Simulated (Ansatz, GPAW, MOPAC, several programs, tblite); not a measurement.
What each method gives for ZnFI (Janus 1T monolayer)

A free-standing Janus 1T monolayer of ZnFI, relaxed with r2SCAN in Ansatz, was computed with several methods. In-plane lattice: a = 3.716 Å, b = 3.716 Å, γ = 120.0°; thickness between the outer nuclei 2.48 Å. Zn has 3 F at 2.29 Å and 3 I at 2.72 Å; F has 3 Zn at 2.29 Å; I has 3 Zn at 2.72 Å. (Calculated; spin-unpolarised; the phase may be known or hypothetical.)

```cif
data_structure
_symmetry_space_group_name_H-M 'P 1'
_symmetry_Int_Tables_number 1
_cell_length_a 3.7164
_cell_length_b 3.7164
_cell_length_c 28.8619
_cell_angle_alpha 90.000
_cell_angle_beta 90.000
_cell_angle_gamma 120.000
_cell_volume 345.23
loop_
_atom_site_label
_atom_site_type_symbol
_atom_site_fract_x
_atom_site_fract_y
_atom_site_fract_z
_atom_site_occupancy
Zn1 Zn 0.00000 0.00000 0.32195 1
F1 F 0.33333 0.66667 0.34970 1
I1 I 0.66667 0.33333 0.26384 1
```
Two periodic directions, a and b.

Gaps and times are for a single point on this cell. Times are rough, from shared hosts (Arm Neoverse V2), and each method has its own mesh and cell size. PM6 (MOPAC), PM7 (MOPAC), GFN1-xTB (tblite), GFN2-xTB (tblite) treat a cluster of cells at its zone centre, which samples few k points: where these miss a band edge, the gap comes out too large for that reason alone. Gaps from k meshes are read at a limited set of points (mesh, symmetry points, PBE's band edges), so each method's own least gap may be somewhat smaller. xTB and the PM methods were fitted mostly to molecules, and can miss a solid's gap by electronvolts. Minimal bases can be far off for gaps. GLLB-SC's gap includes the derivative discontinuity. d marks a direct gap, i an indirect one (no mark: not told apart), a dash a value that wasn't computed or didn't pass its checks.

| method | kind | gap (eV) | atoms computed | processor time |
| --- | --- | --- | --- | --- |
| PM6 (MOPAC) | semi-empirical | 5.17 | 27 | 0.39 s |
| PM7 (MOPAC) | semi-empirical | 8.19 | 27 | 0.4 s |
| GFN1-xTB (tblite) | tight binding | 2.07 | 27 | 0.71 s |
| GFN2-xTB (tblite) | tight binding | 2.40 | 27 | 0.95 s |
| light PBE (260 eV and a coarse mesh) | light plane-wave | 1.37 d | 3 | 4.5 s |
| PBE/single zeta (GPAW) | small basis | 1.66 d | 3 | 4.8 s |
| PBE | semilocal | 1.36 d | 3 | 19 s |
| GLLB-SC (GPAW) | model potential | 2.67 | 3 | 42 s |
| r2SCAN | semilocal | 1.81 d | 3 | 42 s |

Against r2SCAN (1.81 eV) and with closed or daggered gaps left aside, the nearest gap at the points sampled is that of PBE/single zeta (GPAW) (-0.15 eV) and the farthest that of PM7 (MOPAC) (+6.38 eV). r2SCAN is only a yardstick of convenience: semilocal gaps usually lie below measured ones, which GLLB-SC and hybrids aim to mend.

Spin-orbit coupling is left out, which matters wherever the heavy atoms make up the band edges.
